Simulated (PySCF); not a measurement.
# C2H6BClO: the cost of one run

The runs use PySCF 2.14.0, with density-fitted response routines of our own; the level of theory stands in each step. All values are computed, except where a source is named. Atoms are numbered from 0 throughout.

## (1) The starting structure

11 atoms, charge 0, multiplicity 1; geometry from: GFN2-xTB. The atoms were then displaced at random by about 0.01 Å, so the start is not that level's minimum.

Bonds of the start (Å): C0–O1 1.44, O1–B2 1.34, B2–C3 1.56, B2–Cl4 1.73, C0–H5 1.09, C0–H6 1.08, C0–H7 1.06, C3–H8 1.11, C3–H9 1.12, C3–H10 1.07.

## (2) Optimising the geometry at PBE0-D3(BJ)/def2-SVP

Job settings and geometry (Å):

```
{"job": {"xc": "PBE0", "basis": "def2-SVP", "d3": "d3bj", "grid": 1, "shake": 0.01, "kind": "geom"}, "charge": 0, "multiplicity": 1}
C      1.685730    -0.275110    -0.270330
O      0.815520     0.868850    -0.190600
B     -0.511890     0.881660     0.017510
C     -1.414440    -0.366600     0.251150
Cl    -1.170130     2.480540     0.069370
H      1.948800    -0.388230    -1.320870
H      2.568710    -0.043840     0.316120
H      1.197560    -1.148440     0.094140
H     -1.482260    -0.623770     1.331340
H     -2.471240    -0.154380    -0.036080
H     -1.128260    -1.256510    -0.277410
```

Launch:

```bash
OMP_NUM_THREADS=1 python probes_run.py task.json out
```

One launch serves the whole session: the jobs run in the order shown.

**Question.** How long does this first job take on 1 thread of Arm Neoverse V2, shared host, and how much memory does it need?

About 19 s, with a peak of 0.48 GiB.
